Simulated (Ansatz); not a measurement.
# CH3ClF2Si: the cost of one run

All numbers below are computed with Ansatz 0.2.0 (RKS PBE0-D4/STO-3G).

### Step 1. Starting point

Bond lengths: Si1–C2 1.870 Å, C2–H3 1.110 Å, C2–H4 1.110 Å, C2–H5 1.110 Å, Si1–Cl6 2.130 Å, Si1–F7 1.589 Å, Si1–F8 1.589 Å. Angles: Si1–C2–H3 109.5°, Si1–C2–H4 109.5°, Si1–C2–H5 109.5°, H3–C2–H4 109.4°, H3–C2–H5 109.4°, H4–C2–H5 109.4°, C2–Si1–Cl6 109.4°, C2–Si1–F7 109.5°, C2–Si1–F8 109.5°, Cl6–Si1–F7 109.5°, Cl6–Si1–F8 109.5°, F7–Si1–F8 109.5°.

Structure file:

```xyz
8

Si    0.0000    0.0000    0.0000
C     0.0000    0.0000    1.8700
H    -0.9996   -0.3092    2.2405
H     0.7676   -0.7111    2.2405
H     0.2320    1.0203    2.2405
Cl    2.0086    0.0000   -0.7093
F    -0.7489    1.2974   -0.5295
F    -0.7489   -1.2974   -0.5295
```

### Step 2. Preparing the start

input.yaml reads:

```yaml
crystal:
  periodic: [false, false, false]
  atoms:
    - { symbol: Si, position_ang: [0.0, 0.0, 0.0] }
    - { symbol: C, position_ang: [0.0, 0.0, 1.87] }
    - { symbol: H, position_ang: [-0.9996, -0.3092, 2.2405] }
    - { symbol: H, position_ang: [0.7676, -0.7111, 2.2405] }
    - { symbol: H, position_ang: [0.232, 1.0203, 2.2405] }
    - { symbol: Cl, position_ang: [2.0086, 0.0, -0.7093] }
    - { symbol: F, position_ang: [-0.7489, 1.2974, -0.5295] }
    - { symbol: F, position_ang: [-0.7489, -1.2974, -0.5295] }
basis:
  gaussian: { orbitals: STO-3G }
hamiltonian:
  xc: pbe0
  dispersion: d4
relax:
  f_tol: 0.02
  max_steps: 40
```

The run is started by

```console
ansatz run input.yaml --threads 1 --pin off --max-ram 2048MiB --backend cpu --events-out ev --progress --plain --runs-dir out
```

Q: Estimate wall time and peak memory on 1 thread of Arm Neoverse V2, shared host.

About 25 s, with a peak of 0.14 GiB.
